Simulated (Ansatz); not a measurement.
# In2Ni3S2: the cost of one run

Method: DFT PBEsol, scalar-relativistic, plane waves, PAW, in Ansatz 0.2.0.

1 further run of the same task is left out (set aside as unsound or not needed). Runs told in other sessions of the task aren't counted.

**1. The structure to begin with**

It takes space group R-3m (No. 166, trigonal). The conventional cell has a = 5.320 Å, b = 5.320 Å, c = 13.393 Å, α = 90.00°, β = 90.00°, γ = 120.00°. In (site symmetry -3m) has 6 Ni at 2.66 Å and 2 S at 2.97 Å in its first shell of neighbours. In (site symmetry -3m) has 6 Ni at 2.71 Å in its first shell of neighbours. Ni (site symmetry 2/m) is surrounded by 2 S at 2.15 Å. Around S (site symmetry 3m) lie 3 Ni at 2.15 Å and 1 In at 2.97 Å.

Coordinates:

```xyz
7
Lattice="2.6601 1.5358 4.4642 -2.6601 1.5358 4.4642 0.0000 -3.0716 4.4642" Properties=species:S:1:pos:R:3 pbc="T T T"
In    0.0000    0.0000    6.6963
In    0.0000    0.0000    0.0000
Ni    1.3300    0.7679    2.2321
Ni   -1.3300    0.7679    2.2321
Ni    0.0000   -1.5358    2.2321
S     0.0000    0.0000    9.6626
S     0.0000    0.0000    3.7299
```

It goes back to an entry of the Materials Project.

It is the result of an earlier relaxation at this level (volume 15.63 Å³/atom; gap on the mesh: none (metal)).

**2. Static run: bands, density of states and charges**

input.yaml

```yaml
crystal:
  lattice:
    - [2.6600622512, 1.5357876568, 4.4641886074]
    - [-2.6600622512, 1.5357876568, 4.4641886074]
    - [0.0, -3.0715753136, 4.4641886074]
  atoms:
    - { symbol: In, position: [0.5, 0.5, 0.5] }
    - { symbol: In, position: [0.0, 0.0, 0.0] }
    - { symbol: Ni, position: [0.5, 0.0, 0.0] }
    - { symbol: Ni, position: [0.0, 0.5, 0.0] }
    - { symbol: Ni, position: [0.0, 0.0, 0.5] }
    - { symbol: S, position: [0.7214923531, 0.7214923531, 0.7214923531] }
    - { symbol: S, position: [0.2785076469, 0.2785076469, 0.2785076469] }
basis:
  ecutwfc: 420
kpoints:
  mp_grid: { grid: [12, 12, 12] }
  band_path:
    path:
      - [[0.0, 0.0, 0.0], [0.5, 0.5, 0.5], [0.7544317, 0.2455683, 0.5]]
      - [[0.5, -0.2455683, 0.2455683], [0.5, 0.0, 0.0], [0.0, 0.0, 0.0], [0.37278415, -0.37278415, 0.0]]
      - [[0.62721585, 0.0, 0.37278415], [0.5, 0.0, 0.5], [0.0, 0.0, 0.0]]
    npoints: 14
hamiltonian:
  xc: pbesol
scf:
  occupations: { method: gaussian, width: 0.1 }
  n_extra_bands: 17
output:
  forces: true
  stress: true
  eigenvalues: true
  populations: true
  dos: { projected: true, de: 0.02, nscf_kmesh: { grid: [18, 18, 18] } }
  bader: true
  write_density: true
  write_potential: true
  elf: true
  volumetric_format: npy
```

Launch:

```sh
> ansatz run input.yaml --threads 2 --pin off --max-ram 5120MiB --backend cpu --events-out ev --progress --plain --runs-dir out
```

Q: Estimate wall time and peak memory on 2 threads of Intel Xeon Platinum 8488C (Sapphire Rapids), shared host.

About 3.1 min, with a peak of 2.2 GiB.
